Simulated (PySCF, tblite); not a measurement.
# C₆H₉NSi: dynamics, then NMR shifts on frames, part 2 of 2

tblite 0.8.0 and PySCF 2.14.0. Atoms count from 0.

### 5 Nuclear shieldings: 625 fs, PBE0/pcSseg-1

What the job is given:

```
{"job": {"kind": "nmr", "xc": "PBE0", "basis": "pcSseg-1", "pop": false}, "charge": 0, "multiplicity": 1}
C      0.067400     2.248200     1.949800
C     -0.369700     1.337700     1.306800
C     -0.437400     0.162000     0.440400
N      0.566500    -0.197600    -0.219100
Si     2.256700     0.064400    -0.565300
C     -1.661200    -0.627200     0.490600
C     -2.764400    -0.385300     1.516400
C     -2.824500     0.293600     0.219000
H      0.266800     3.024000     2.592700
H      3.018900    -0.812400     0.176900
H      2.734000     1.349100    -0.009800
H      2.234400    -0.128200    -2.030100
H     -1.833400    -1.627400    -0.037200
H     -3.613400    -1.065500     1.744700
H     -2.581300     0.333100     2.307000
H     -2.612300     1.342100     0.148600
H     -3.538300     0.009800    -0.497100
```

Level: GIAO PBE0/pcSseg-1 NMR shielding, non-relativistic, gas phase.

What it wrote:

```text
coarse grid: 14784 points
cycle   1  E = -577.5162226912  dE =  1.228e+00  |g| = 5.417e-01  |ddm| = 3.926e+00
cycle   2  E = -577.4374638345  dE =  7.876e-02  |g| = 8.174e-01  |ddm| = 1.339e+00
cycle   3  E = -577.5773476168  dE = -1.399e-01  |g| = 1.869e-01  |ddm| = 9.222e-01
cycle   4  E = -577.5855621395  dE = -8.215e-03  |g| = 3.972e-02  |ddm| = 2.318e-01
cycle   5  E = -577.5859171709  dE = -3.550e-04  |g| = 1.239e-02  |ddm| = 5.311e-02
cycle   6  E = -577.5859507987  dE = -3.363e-05  |g| = 3.982e-03  |ddm| = 1.504e-02
cycle   7  E = -577.5859537403  dE = -2.942e-06  |g| = 2.237e-03  |ddm| = 4.010e-03
final grid: 138520 points
cycle   8  E = -577.6327316461  dE = -3.980e-05  |g| = 8.183e-03  |ddm| = 6.887e-02
cycle   9  E = -577.6327068483  dE =  2.480e-05  |g| = 1.303e-02  |ddm| = 1.485e-02
cycle  10  E = -577.6327458911  dE = -3.904e-05  |g| = 3.100e-03  |ddm| = 9.901e-03
cycle  11  E = -577.6327483633  dE = -2.472e-06  |g| = 2.958e-04  |ddm| = 2.801e-03
cycle  12  E = -577.6327483824  dE = -1.904e-08  |g| = 1.122e-04  |ddm| = 5.139e-04
cycle  13  E = -577.6327483852  dE = -2.859e-09  |g| = 4.228e-05  |ddm| = 1.470e-04
cycle  14  E = -577.6327483855  dE = -3.035e-10  |g| = 1.772e-05  |ddm| = 5.061e-05
converged SCF energy = -577.6327483855

GIAO shielding tensors (ppm)
atom      isotropic    diamagn.    paramagn.     s11        s22        s33       span
  0 C      100.705     257.190    -156.486     37.831     44.204    220.078    182.247
  1 C      104.670     267.330    -162.659      6.085     11.260    296.667    290.582
  2 C       23.946     243.797    -219.851    -76.624     49.011     99.451    176.075
  3 N     -104.812     332.150    -436.962   -472.462   -119.032    277.058    749.520
  4 Si     417.423     881.116    -463.693    373.040    397.058    482.172    109.132
  5 C      164.586     239.253     -74.667    123.749    144.343    225.667    101.918
  6 C      175.722     252.172     -76.450    143.218    180.933    203.015     59.798
  7 C      175.272     254.222     -78.950    143.385    180.977    201.454     58.069
  8 H       30.135      33.385      -3.250     25.098     26.227     39.080     13.982
  9 H       27.646      31.332      -3.686     24.667     26.140     32.131      7.463
 10 H       26.445      30.004      -3.559     23.257     26.125     29.953      6.696
 11 H       26.100      29.416      -3.316     22.806     25.167     30.327      7.521
 12 H       28.656      28.522       0.134     21.973     26.073     37.921     15.947
 13 H       29.693      27.311       2.382     24.094     25.298     39.687     15.593
 14 H       30.303      29.404       0.900     23.937     28.462     38.510     14.573
 15 H       31.231      31.071       0.160     25.020     29.823     38.849     13.829
 16 H       31.606      31.398       0.209     26.031     27.222     41.566     15.535
```

Run time: 77 s. Hardware: 1 thread of AMD EPYC, shared host; peak memory 0.85 GiB.

This run: δ C2 163.0, C0 86.2, C1 82.3, C5 22.3, H11 5.62, H10 5.27 ppm.

### 6 Shielding tensors: 800 fs, PBE0/pcSseg-1

What the job is given:

```
{"job": {"kind": "nmr", "xc": "PBE0", "basis": "pcSseg-1", "pop": false}, "charge": 0, "multiplicity": 1}
C     -0.558600     2.111300     2.420400
C     -0.610700     1.230000     1.605200
C     -0.491900     0.171100     0.729200
N      0.537900    -0.328600     0.184300
Si     2.077400     0.286600    -0.323900
C     -1.753300    -0.578300     0.505200
C     -2.812500    -0.689000     1.634100
C     -3.026000     0.316600     0.568200
H     -0.571700     3.026900     3.014100
H      3.102600     0.868000     0.530300
H      1.882600     1.290100    -1.394500
H      2.616000    -0.908100    -0.886700
H     -1.473800    -1.330900    -0.111500
H     -3.343800    -1.600200     1.494900
H     -2.531800    -0.337400     2.593200
H     -2.813100     1.402900     0.655100
H     -3.851900     0.049700    -0.052800
```

Level: GIAO PBE0/pcSseg-1 NMR shielding, non-relativistic, gas phase.

What it wrote:

```text
coarse grid: 14784 points
cycle   1  E = -577.5257308596  dE =  1.226e+00  |g| = 4.979e-01  |ddm| = 3.938e+00
cycle   2  E = -577.4448264158  dE =  8.090e-02  |g| = 7.768e-01  |ddm| = 1.525e+00
cycle   3  E = -577.5776847424  dE = -1.329e-01  |g| = 1.911e-01  |ddm| = 1.064e+00
cycle   4  E = -577.5863913310  dE = -8.707e-03  |g| = 4.380e-02  |ddm| = 2.331e-01
cycle   5  E = -577.5867709849  dE = -3.797e-04  |g| = 2.169e-02  |ddm| = 5.763e-02
cycle   6  E = -577.5868703416  dE = -9.936e-05  |g| = 9.142e-03  |ddm| = 2.528e-02
cycle   7  E = -577.5868896913  dE = -1.935e-05  |g| = 1.845e-03  |ddm| = 8.560e-03
cycle   8  E = -577.5868905943  dE = -9.030e-07  |g| = 3.285e-04  |ddm| = 2.132e-03
final grid: 138520 points
cycle   9  E = -577.6338842975  dE = -4.258e-05  |g| = 6.791e-03  |ddm| = 5.622e-02
cycle  10  E = -577.6338821315  dE =  2.166e-06  |g| = 7.525e-03  |ddm| = 1.485e-02
cycle  11  E = -577.6338959514  dE = -1.382e-05  |g| = 1.027e-03  |ddm| = 7.662e-03
cycle  12  E = -577.6338961540  dE = -2.026e-07  |g| = 5.120e-04  |ddm| = 1.428e-03
cycle  13  E = -577.6338962162  dE = -6.226e-08  |g| = 1.225e-04  |ddm| = 5.663e-04
cycle  14  E = -577.6338962197  dE = -3.516e-09  |g| = 4.152e-05  |ddm| = 1.589e-04
cycle  15  E = -577.6338962201  dE = -3.186e-10  |g| = 2.147e-05  |ddm| = 5.745e-05
converged SCF energy = -577.6338962201

GIAO shielding tensors (ppm)
atom      isotropic    diamagn.    paramagn.     s11        s22        s33       span
  0 C       90.702     262.520    -171.818     31.192     39.761    201.153    169.960
  1 C      107.351     260.038    -152.686      0.531     21.320    300.203    299.673
  2 C        3.859     245.736    -241.877    -90.311    -16.510    118.398    208.708
  3 N     -102.900     332.201    -435.101   -423.598   -145.729    260.627    684.225
  4 Si     423.693     880.278    -456.584    378.389    396.977    495.714    117.325
  5 C      150.881     248.091     -97.211     84.463    135.381    232.798    148.334
  6 C      173.260     257.993     -84.733    153.244    167.031    199.507     46.263
  7 C      168.601     251.379     -82.777    139.090    172.288    194.427     55.337
  8 H       27.521      31.700      -4.179     23.261     24.461     34.842     11.581
  9 H       26.788      29.350      -2.563     23.650     25.441     31.272      7.621
 10 H       26.879      29.749      -2.870     23.648     25.891     31.097      7.449
 11 H       26.867      30.414      -3.547     23.303     26.128     31.170      7.867
 12 H       29.934      34.838      -4.904     24.320     29.053     36.427     12.107
 13 H       31.154      30.419       0.735     25.268     26.633     41.563     16.295
 14 H       30.666      31.381      -0.714     24.653     29.014     38.332     13.679
 15 H       29.236      29.125       0.112     23.002     28.529     36.178     13.177
 16 H       30.744      29.319       1.424     24.704     26.791     40.736     16.032
```

It took 79 s on 1 thread of AMD EPYC, shared host; peak memory 0.86 GiB.

This run: δ C2 183.1, C0 96.2, C1 79.6, C5 36.0, H9 4.93, H11 4.85 ppm.

### 7 Shielding tensors: 1000 fs, PBE0/pcSseg-1

What the job is given:

```
{"job": {"kind": "nmr", "xc": "PBE0", "basis": "pcSseg-1", "pop": false}, "charge": 0, "multiplicity": 1}
C     -0.725100     2.339400     2.351500
C     -0.904700     1.474300     1.552500
C     -0.790300     0.335000     0.719800
N      0.016200     0.338400    -0.257100
Si     1.506200     1.216900    -0.387900
C     -1.952600    -0.632800     0.879500
C     -2.550300    -0.894600     2.258600
C     -3.227700     0.046200     1.282700
H     -0.832000     3.261800     2.896000
H      1.775100     2.364900     0.533900
H      1.551800     1.620700    -1.782100
H      2.545600     0.167900    -0.232600
H     -2.071700    -1.366700     0.127200
H     -2.941000    -1.935100     2.450100
H     -1.987100    -0.428600     3.106900
H     -3.300200     1.055300     1.635200
H     -4.142500    -0.344800     0.834300
```

With the program's defaults for keys left out, this is: GIAO PBE0/pcSseg-1 NMR shielding, non-relativistic, gas phase.

What it wrote:

```text
coarse grid: 14784 points
cycle   1  E = -577.5367576083  dE =  1.113e+00  |g| = 5.133e-01  |ddm| = 3.867e+00
cycle   2  E = -577.4585494679  dE =  7.821e-02  |g| = 7.912e-01  |ddm| = 1.311e+00
cycle   3  E = -577.5925817343  dE = -1.340e-01  |g| = 1.817e-01  |ddm| = 8.875e-01
cycle   4  E = -577.6002910596  dE = -7.709e-03  |g| = 4.363e-02  |ddm| = 2.243e-01
cycle   5  E = -577.6006939854  dE = -4.029e-04  |g| = 1.845e-02  |ddm| = 5.603e-02
cycle   6  E = -577.6007636422  dE = -6.966e-05  |g| = 8.639e-03  |ddm| = 2.153e-02
cycle   7  E = -577.6007809661  dE = -1.732e-05  |g| = 1.878e-03  |ddm| = 7.553e-03
cycle   8  E = -577.6007818721  dE = -9.060e-07  |g| = 3.240e-04  |ddm| = 1.927e-03
final grid: 138520 points
cycle   9  E = -577.6480954515  dE = -4.214e-05  |g| = 6.417e-03  |ddm| = 4.431e-02
cycle  10  E = -577.6480931622  dE =  2.289e-06  |g| = 7.217e-03  |ddm| = 1.367e-02
cycle  11  E = -577.6481060175  dE = -1.286e-05  |g| = 9.055e-04  |ddm| = 7.007e-03
cycle  12  E = -577.6481061600  dE = -1.426e-07  |g| = 5.180e-04  |ddm| = 1.270e-03
cycle  13  E = -577.6481062228  dE = -6.282e-08  |g| = 1.270e-04  |ddm| = 5.176e-04
cycle  14  E = -577.6481062267  dE = -3.832e-09  |g| = 3.600e-05  |ddm| = 1.669e-04
cycle  15  E = -577.6481062269  dE = -2.156e-10  |g| = 2.097e-05  |ddm| = 4.801e-05
converged SCF energy = -577.6481062269

GIAO shielding tensors (ppm)
atom      isotropic    diamagn.    paramagn.     s11        s22        s33       span
  0 C       96.128     261.844    -165.716     34.393     49.630    204.360    169.967
  1 C      107.074     268.380    -161.306     11.548     15.641    294.034    282.485
  2 C        7.082     243.243    -236.161    -98.671     16.666    103.250    201.922
  3 N     -124.300     331.772    -456.073   -487.029   -146.047    260.175    747.204
  4 Si     407.479     880.607    -473.129    353.254    395.587    473.595    120.341
  5 C      155.595     239.587     -83.992    103.276    145.582    217.927    114.651
  6 C      172.645     256.285     -83.640    145.650    165.123    207.162     61.513
  7 C      174.674     250.922     -76.248    142.297    173.292    208.433     66.136
  8 H       28.304      31.060      -2.757     23.702     25.346     35.863     12.162
  9 H       26.231      29.759      -3.528     22.992     26.463     29.237      6.245
 10 H       26.661      30.026      -3.365     24.013     25.055     30.914      6.901
 11 H       26.683      29.784      -3.101     23.497     25.269     31.284      7.787
 12 H       30.292      31.489      -1.197     24.299     27.852     38.726     14.427
 13 H       29.441      28.131       1.310     23.732     25.296     39.297     15.565
 14 H       29.599      29.494       0.105     23.217     28.270     37.309     14.092
 15 H       30.227      29.372       0.855     23.981     28.705     37.994     14.012
 16 H       30.644      27.876       2.767     24.712     26.151     41.069     16.356
```

Run time: 77 s. Hardware: 1 thread of AMD EPYC, shared host; peak memory 0.85 GiB.

In short: δ C2 179.8, C0 90.8, C1 79.9, C5 31.3, H9 5.49, H10 5.06 ppm.

### 8 Side by side: NMR shifts

Shifts (ppm) of some atoms, chosen among heavy atoms and hydrogens apart, with basis size and wall time:

```tsv
frame	C2	C1	C7	H8	H15	N3	Si4	functions	time
250 fs	181.8	77.0	3.6	3.88	1.17	434.5	-67.1	188	93 s
425 fs	179.6	95.8	14.6	3.54	1.70	368.3	-64.7	188	79 s
625 fs	163.0	82.3	11.7	1.58	0.49	372.5	-68.3	188	77 s
800 fs	183.1	79.6	18.3	4.20	2.48	370.6	-74.5	188	79 s
1000 fs	179.8	79.9	12.3	3.41	1.49	392.0	-58.3	188	77 s
```

### 9 Results

What follows sums up all 2 parts.

| quantity | value |
| --- | --- |
| thermostat | 400 K |
| mean temperature, second half | 418 K |
| mean potential energy above the minimum | 0.77 eV |
| 13C shifts against TMS (PBE0/pcSseg-1, 250 fs) | 181.8, 94.1, 77.0, 31.7, 11.1, 3.6 ppm |
| 1H shifts against TMS (PBE0/pcSseg-1, 250 fs) | 5.51, 5.08, 4.01, 3.88, 1.93, 1.51, 1.17, 0.78, -0.85 ppm |
| 15N shifts against NH3 (PBE0/pcSseg-1, 250 fs) | 434.5 ppm |
| 29Si shifts against TMS (PBE0/pcSseg-1, 250 fs) | -67.1 ppm |
| range of the shift of N3 | 368.3 to 434.5 ppm |

In the second half the potential energy averages 0.77 eV above the minimum; equipartition over 45 harmonic modes at 400 K would give 0.78 eV. With 17 atoms the temperature swings widely (213 to 524 K). Shifts at one fixed geometry are not the observed spectrum, which averages over the motion. In the first frame run (250 fs): Shielding is most anisotropic at N3 (span 856 ppm, paramagnetic term -496 ppm). Across the 5 runs the shift of N3 moves most, between 368.3 (425 fs) and 434.5 ppm (250 fs).
